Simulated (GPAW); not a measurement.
# GaF (Pm-3m) in GPAW: single point with PBE

Aim: the single point of GaF with PBE.

All numbers are computed with GPAW 26.7.0; they aren't measurements. Logs are shortened: lines on timing, memory, paths and dates and some standing lists are left out, and cuts for length are marked. The log counts tension as positive stress, the text compression.

### 1 Starting point

It takes space group Pm-3m (No. 221, cubic). Conventional cell: a = 3.166 Å, b = 3.166 Å, c = 3.166 Å, α = 90.00°, β = 90.00°, γ = 90.00°. Around Ga (site symmetry m-3m) lie 8 F at 2.74 Å. Around F (site symmetry m-3m) lie 8 Ga at 2.74 Å.

The cell was built by a generator and needn't be a form met in nature.

### 2 Single point, PBE

Input file POSCAR:

```
GaF
1.0
    3.1659200000      0.0000000000      0.0000000000
    0.0000000000      3.1659200000      0.0000000000
    0.0000000000      0.0000000000      3.1659200000
Ga F
1 1
Direct
    0.0000000000      0.0000000000      0.0000000000
    0.5000000000      0.5000000000      0.5000000000
```

Potentials or basis: GPAW PAW data sets (gpaw-data 1.2.1), pw.

The run is started by

```console
OMP_NUM_THREADS=1 gpaw run POSCAR -p 'mode=PW(800),xc=PBE,kpts={size:(8,8,8),gamma:True},occupations={name:fermi-dirac,width:0.05},nbands=13,convergence={density:1e-05,energy:1e-05},maxiter=150,txt=gpaw.txt' --properties efs -w gs.gpw
```

Log:

```text
__  _  _
 | _ |_)|_||  |
 |__||  | ||/\| - 26.7.0

Input parameters:
  mode=PW(ecut=800.0),
  convergence={'density': 1e-05, 'energy': 1e-05},
  kpts=MonkhorstPack(size=[8, 8, 8], gamma=True),
  maxiter=150,
  nbands=13,
  occupations=Occupations(name='fermi-dirac', width=0.05),
  xc=XC(name='PBE')

Diagonalizing LCAO Hamiltonian
Converting LCAO to pw mode
   .-------.
  /|       |
 * |       |
 | |  F    |
 | .-------.
 |/       /
 Ga------*

Atoms  # Å, Bohr magnetons
|   | symbol |        x |        y |        z |    initial magnetic moments |
|---|--------|----------|----------|----------|-----------------------------|
| 0 |     Ga | 0.000000 | 0.000000 | 0.000000 | ( 0.0000,  0.0000,  0.0000) |
| 1 |      F | 1.582960 | 1.582960 | 1.582960 | ( 0.0000,  0.0000,  0.0000) |

Unit cell  # Å
| periodic |        x |        y |        z |  lengths |    angles |
|----------|----------|----------|----------|----------|-----------|
|      yes | 3.165920 | 0.000000 | 0.000000 | 3.165920 | 90.000000 |
|      yes | 0.000000 | 3.165920 | 0.000000 | 3.165920 | 90.000000 |
|      yes | 0.000000 | 0.000000 | 3.165920 | 3.165920 | 90.000000 |

Number of symmetries: 48
Symmetry operations  # r_c * U_cc + t_c -> r_c
|    | kind |            matrix            |
|----|------|------------------------------|
|  0 |  E   |  1, 0, 0,  0, 1, 0,  0, 0, 1 |
|  1 |  σ   |  1, 0, 0,  0, 1, 0,  0, 0,-1 |
|  2 |  σ   |  1, 0, 0,  0, 0, 1,  0, 1, 0 |
|  3 |  C4  |  1, 0, 0,  0, 0, 1,  0,-1, 0 |
|  4 |  C4  |  1, 0, 0,  0, 0,-1,  0, 1, 0 |
|  5 |  σ   |  1, 0, 0,  0, 0,-1,  0,-1, 0 |
|  6 |  σ   |  1, 0, 0,  0,-1, 0,  0, 0, 1 |
|  7 |  C2  |  1, 0, 0,  0,-1, 0,  0, 0,-1 |
|  8 |  σ   |  0, 1, 0,  1, 0, 0,  0, 0, 1 |
|  9 |  C2  |  0, 1, 0,  1, 0, 0,  0, 0,-1 |
| 10 |  C3  |  0, 1, 0,  0, 0, 1,  1, 0, 0 |
| 11 |  S6  |  0, 1, 0,  0, 0, 1, -1, 0, 0 |
| 12 |  S6  |  0, 1, 0,  0, 0,-1,  1, 0, 0 |
| 13 |  C3  |  0, 1, 0,  0, 0,-1, -1, 0, 0 |
| 14 |  C4  |  0, 1, 0, -1, 0, 0,  0, 0, 1 |
| 15 |  S4  |  0, 1, 0, -1, 0, 0,  0, 0,-1 |
| 16 |  C3  |  0, 0, 1,  1, 0, 0,  0, 1, 0 |
| 17 |  S6  |  0, 0, 1,  1, 0, 0,  0,-1, 0 |
| 18 |  σ   |  0, 0, 1,  0, 1, 0,  1, 0, 0 |
| 19 |  C4  |  0, 0, 1,  0, 1, 0, -1, 0, 0 |
| 20 |  C2  |  0, 0, 1,  0,-1, 0,  1, 0, 0 |
| 21 |  S4  |  0, 0, 1,  0,-1, 0, -1, 0, 0 |
| 22 |  S6  |  0, 0, 1, -1, 0, 0,  0, 1, 0 |
| 23 |  C3  |  0, 0, 1, -1, 0, 0,  0,-1, 0 |
| 24 |  S6  |  0, 0,-1,  1, 0, 0,  0, 1, 0 |
| 25 |  C3  |  0, 0,-1,  1, 0, 0,  0,-1, 0 |
| 26 |  C4  |  0, 0,-1,  0, 1, 0,  1, 0, 0 |
| 27 |  σ   |  0, 0,-1,  0, 1, 0, -1, 0, 0 |
| 28 |  S4  |  0, 0,-1,  0,-1, 0,  1, 0, 0 |
| 29 |  C2  |  0, 0,-1,  0,-1, 0, -1, 0, 0 |
| 30 |  C3  |  0, 0,-1, -1, 0, 0,  0, 1, 0 |
| 31 |  S6  |  0, 0,-1, -1, 0, 0,  0,-1, 0 |
| 32 |  C4  |  0,-1, 0,  1, 0, 0,  0, 0, 1 |
| 33 |  S4  |  0,-1, 0,  1, 0, 0,  0, 0,-1 |
| 34 |  S6  |  0,-1, 0,  0, 0, 1,  1, 0, 0 |
| 35 |  C3  |  0,-1, 0,  0, 0, 1, -1, 0, 0 |
| 36 |  C3  |  0,-1, 0,  0, 0,-1,  1, 0, 0 |
| 37 |  S6  |  0,-1, 0,  0, 0,-1, -1, 0, 0 |
| 38 |  σ   |  0,-1, 0, -1, 0, 0,  0, 0, 1 |
| 39 |  C2  |  0,-1, 0, -1, 0, 0,  0, 0,-1 |
| 40 |  σ   | -1, 0, 0,  0, 1, 0,  0, 0, 1 |
| 41 |  C2  | -1, 0, 0,  0, 1, 0,  0, 0,-1 |
| 42 |  C2  | -1, 0, 0,  0, 0, 1,  0, 1, 0 |
| 43 |  S4  | -1, 0, 0,  0, 0, 1,  0,-1, 0 |
| 44 |  S4  | -1, 0, 0,  0, 0,-1,  0, 1, 0 |
| 45 |  C2  | -1, 0, 0,  0, 0,-1,  0,-1, 0 |
| 46 |  C2  | -1, 0, 0,  0,-1, 0,  0, 0, 1 |
| 47 |  i   | -1, 0, 0,  0,-1, 0,  0, 0,-1 |

BZ-sampling:
  Number of BZ points: 512
  Number of IBZ points: 35

  Monkhorst-Pack size: [8, 8, 8]
  Monkhorst-Pack shift: [0.0625, 0.0625, 0.0625]

K-points  # in reciprocal-cell coordinates
|     |                                coordinates |     weight |
|-----|--------------------------------------------|------------|
|   0 | (  0.00000000,   0.00000000,   0.00000000) | 0.00195312 |
|   1 | (  0.12500000,   0.00000000,   0.00000000) | 0.01171875 |
|   2 | (  0.12500000,   0.12500000,   0.00000000) | 0.02343750 |
|   3 | (  0.12500000,   0.12500000,   0.12500000) | 0.01562500 |
|   4 | (  0.25000000,   0.00000000,   0.00000000) | 0.01171875 |
|   5 | (  0.25000000,   0.12500000,   0.00000000) | 0.04687500 |
|   6 | (  0.25000000,   0.12500000,   0.12500000) | 0.04687500 |
|   7 | (  0.25000000,   0.25000000,   0.00000000) | 0.02343750 |
|   8 | (  0.25000000,   0.25000000,   0.12500000) | 0.04687500 |
|   9 | (  0.25000000,   0.25000000,   0.25000000) | 0.01562500 |
| ... |                                            |            |
|  34 | (  0.50000000,   0.50000000,   0.50000000) | 0.00195312 |

Plane wave coefficients: 1654
Cutoff: 800.0 eV

Spin-components: 1 (collinear spins)
Bands:           13
Projectors:      10
Spin-degeneracy: 2
Datatype:        complex128

Parallelization:
  kpt:    1
  domain: 1
  band:   1

Density:
  Valence electrons: 10.0
  Components: 1
  Grid points: [21 21 21]
  Charge: 0.0  # |e|

Potential:
  Grid points: [21 21 21]

species:
  Ga:
    name:    Gallium
    Z:       31.0
    valence: 3
    core:    28
    charge:  0.0  # [|e|]
    compensation charges:
      type: gauss
      rc: 0.37  # [Å]
      lmax: 2
    cutoffs:
      filter: 2.06  # [Å]
      core: 4.17  # [Å]
    projectors
    | kind |    occ | energy [eV] | rcut [Å] |
    |------|--------|-------------|----------|
    |   4s |  2.000 |      -8.945 |    1.164 |
    |   4p |  1.000 |      -2.580 |    1.164 |
    |    s |        |      18.266 |    1.164 |
    |    p |        |      24.631 |    1.164 |
    |    d |        |       0.000 |    1.164 |

    Using partial waves for Ga as LCAO basis

  F:
    name:    Fluorine
    Z:       9.0
    valence: 7
    core:    2
    charge:  0.0  # [|e|]
    compensation charges:
      type: gauss
      rc: 0.20  # [Å]
      lmax: 2
    cutoffs:
      filter: 1.14  # [Å]
      core: 0.74  # [Å]
    projectors
    | kind |    occ | energy [eV] | rcut [Å] |
    |------|--------|-------------|----------|
    |   2s |  2.000 |     -29.898 |    0.635 |
    |   2p |  5.000 |     -11.110 |    0.635 |
    |    s |        |      -2.687 |    0.635 |
    |    p |        |      16.102 |    0.635 |
    |    d |        |       0.000 |    0.635 |

    Using partial waves for F as LCAO basis

Reference energy: -55598.752314  # eV

eigensolver:
  PPCG
  Converge bands: occupied
  niter=2

density mixing:
  MSR1-Mixer
  Pratt-step length: 0.05
  Maximum mixing coefficient: 0.75
  Old densities: 10
  SVD Regularization: 0.005
  Good broyden scale: 1.0
  Trust region scale: 1.0
  Backstep threshold: 4.0
  History deletion threshold: 6.0
  Fourier metric: weight=20.0, sigma=0.015

occupation numbers:
  Fermi-Dirac:
    width: 0.0500  # eV

poisson solver:
  ecut: 6400.0  # eV

xc functional:
  name: PBE with 2 nearest neighbor stencil

convergence criteria:
- Maximum integral of absolute [dens]ity change: 1e-05 electrons / valence electron
- Maximum [total energy] change in last 3 cyles: 1e-05 eV / valence electron
- Maximum integral of absolute [eigenst]ate change: 4e-08 eV^2 / valence electron
maximum number of iterations: 150

SCF iterations
|iter     | |      energy | eigst |  dens |
|---------|-|-------------|-------|-------|
|iter:   1| |   -8.307615 | -0.55 |       |
|iter:   2| |   -8.064547 | -2.20 | -0.93 |
|iter:   3| |   -7.453539 | -0.71 | -0.99 |
|iter:   4| |   -7.436839 | -2.38 | -1.46 |
|iter:   5| |   -7.431818 | -3.19 | -1.70 |
|iter:   6| |   -7.431728 | -4.87 | -2.55 |
|iter:   7| |   -7.431762c| -5.05 | -2.85 |
|iter:   8| |   -7.431760c| -6.51 | -3.73 |
|iter:   9| |   -7.431760c| -8.23c| -4.57 |
|iter:  10| |   -7.431760c| -8.46c| -5.07c|

Converged in 10 steps
Energy contributions relative to reference atoms: (reference = -55598.752314)

Energy contributions:
  Kinetic:           8.159862
  Coulomb:          -8.401916
  Zero:              0.093384
  External:          0.000000
  Xc:               -7.283041
  Entropy:          -0.000096
  Spinorbit:         0.000000
  ----------------------------
  Free energy:      -7.431808
  Extrapolated:     -7.431760

dipole moment: (-8.261348, -8.261348, -8.261348)  # |e|*Ang

Fermi level: 3.458
Eigenvalues  # (at kpt = [0.000, 0.000, 0.000])
| band index |      eig [eV] | occ [0-2] |
|------------|---------------|-----------|
|          0 |       -18.928 |     2.000 |
|          1 |        -2.757 |     2.000 |
|          2 |        -0.120 |     2.000 |
|          3 |        -0.120 |     2.000 |
|          4 |        -0.120 |     2.000 |
|          5 |        11.647 |     0.000 |
|          6 |        11.647 |     0.000 |
|          7 |        11.647 |     0.000 |
|          8 |        12.968 |     0.000 |
|          9 |        12.968 |     0.000 |
|         10 |        20.104 |     0.000 |
|         11 |        23.425 |     0.000 |
|         12 |        23.425 |     0.000 |

Gap: 0.340 eV
Transition (v -> c):
  (s=0, k=34, n=4, [0.50, 0.50, 0.50]) -> (s=0, k=20, n=5, [0.50, 0.00, 0.00])
Direct/indirect transitions are different
Direct gap: 1.116 eV
Transition at: (s=0, k=20, n=4, [0.50, 0.00, 0.00])

Forces  # eV/Ang
|       x |       y |       z |
|---------|---------|---------|
| 0.00000 | 0.00000 | 0.00000 |  # Ga   0
| 0.00000 | 0.00000 | 0.00000 |  # F    1

Stress tensor  # eV/Ang^3
|         x |         y |        z |
|-----------|-----------|----------|
|  0.010609 | -0.000000 | 0.000000 |
| -0.000000 |  0.010609 | 0.000000 |
|  0.000000 |  0.000000 | 0.010609 |

# Writing to gs.gpw (mode='')
```

It took 11 s on 1 thread of Arm Neoverse V2, shared host; peak memory 0.15 GiB.

Results:

- Free energy: -7.4318 eV
- Pressure: -1.7 GPa
- Band gap on the k mesh: 0.34 eV, indirect (least direct gap 1.12 eV)

Levels at points of the mesh, in eV from the valence-band top:
| k point | band 1 | band 2 | band 3 | band 4 | band 5 | band 6 | band 7 | band 8 | band 9 |
| --- | --- | --- | --- | --- | --- | --- | --- | --- | --- |
| (0.00, 0.00, 0.00) | -22.24 | -6.07 | -3.44 | -3.44 | -3.44 | 8.33 | 8.33 | 8.33 | 9.65 |
| (0.50, 0.00, 0.00) | -22.10 | -6.85 | -3.17 | -3.17 | -0.78 | 0.34 | 8.47 | 8.47 | 12.13 |
| (0.50, 0.50, 0.00) | -21.98 | -4.86 | -4.86 | -3.07 | -2.65 | 3.45 | 3.45 | 9.08 | 10.34 |
| (0.50, 0.50, 0.50) | -21.89 | -4.03 | -4.03 | -4.03 | 0.00 | 2.35 | 2.35 | 2.35 | 11.76 |

 A k mesh can miss the band edges.

### 3 The reference run

An earlier run on the cell as given: functional PBE; potentials or basis GPAW PAW data sets (gpaw-data 1.2.1); cutoff 800 eV; basis pw; k mesh 8 × 8 × 8; occupations fermi-dirac, width 0.05 eV; no spin polarisation.

- Pressure: -1.7 GPa
- Band gap on the k mesh: 0.34 eV, indirect (least direct gap 1.12 eV)
